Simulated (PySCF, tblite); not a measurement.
**C7H11O radical: geometry, infrared bands and EPR parameters**

Wanted: the infrared bands and EPR parameters of C7H11O radical (`CC[C@]12[CH][C@](O)(C1)C2`), by calculation.

Programs: tblite 0.8.0 and PySCF 2.14.0, with density-fitted response routines of our own. Each step states its level of theory. These are calculated values for one molecule in the gas phase, unless marked as measured. Atoms are numbered from 0 throughout.

### 1 Starting geometry

19 atoms, charge 0, multiplicity 2; geometry from: force field or distance geometry start.

Bonds of the start (Å): C0–C1 1.52, C1–C2 1.40, C2–C3 1.50, C3–C4 1.52, C4–O5 1.26, C4–C6 1.49, C4–C7 1.50, C6–C2 1.48, C7–C2 1.50, C0–H8 1.10, C0–H9 1.11, C0–H10 1.12, C1–H11 1.14, C1–H12 1.12, C3–H13 1.11, O5–H14 0.97, C6–H15 1.11, C6–H16 1.11, C7–H17 1.11, C7–H18 1.09.

### 2 Optimising the geometry with GFN2-xTB

What the job is given:

```
{"job": {"kind": "relax", "xc": "GFN2-xTB", "basis": "xTB"}, "charge": 0, "multiplicity": 2}
C     -2.325800    -0.396800    -0.590600
C     -1.454000     0.236600     0.479400
C     -0.060600     0.164600     0.329800
C      0.964900     0.732100     1.267900
C      1.791300     0.026100     0.206900
O      3.045100    -0.089200     0.177200
C      0.823400     0.612500    -0.766700
C      0.778000    -1.074300     0.360100
H     -1.899000    -1.314900    -1.018400
H     -2.646500     0.363900    -1.335300
H     -3.273700    -0.688000    -0.071700
H     -1.771000    -0.299000     1.440000
H     -1.841300     1.273900     0.620700
H      1.008500     1.832000     1.139600
H      3.647900     0.239100    -0.505000
H      0.961000     1.701300    -0.914100
H      0.752400    -0.010000    -1.677100
H      0.800700    -1.562000     1.353800
H      0.688900    -1.738700    -0.504100
```

Run with:

```
$ OMP_NUM_THREADS=1 python probes_run.py task.json out
```

One launch serves the whole session: the jobs run in the order shown.

**Question.** This job is followed by: GFN2-xTB harmonic vibrations, gas phase; UKS B3LYP, pcH-1 on C H O, non-relativistic, mean-field spin-orbit, GIAO. What will the session give for the following? strongest single infrared mode (GFN2-xTB); zero-point energy (GFN2-xTB); g(iso) (B3LYP); ⟨S²⟩; largest a(iso) (averaged by class); potential on the surface of density 0.002 e/bohr³, 1st and 99th percentile.

As calculated:

| quantity | value |
| --- | --- |
| strongest single infrared mode (GFN2-xTB) | 1345 cm⁻¹, 187 km/mol |
| zero-point energy (GFN2-xTB) | 100.8 kcal/mol |
| g(iso) (B3LYP) | 2.00242 |
| ⟨S²⟩ | 0.753 (exact 0.75) |
| largest a(iso) (averaged by class) | 13C on C3, 246.9 MHz |
| potential on the surface of density 0.002 e/bohr³, 1st and 99th percentile | -1.52 V and 2.17 V |

What this shows: Over 107 steps the energy fell by 1.539 eV; of the close pairs, C4–O5 changed most, 1.259 to 1.373 Å. All 51 modes are real, so the xTB geometry is a minimum. The strongest single mode, at 1345 cm⁻¹, is spread over many atoms; the largest shares are those of C4, C1. GFN2-xTB is a fitted tight-binding method: band positions and strengths are rough. Its intensities can rank the bands wrongly. C3 carries the largest spin population, 0.98 e. The isotropic g lies 0.1 ppt above the free-electron value. The conformer search found further structures of the same energy, which may be mirror or relabelled copies of this one.
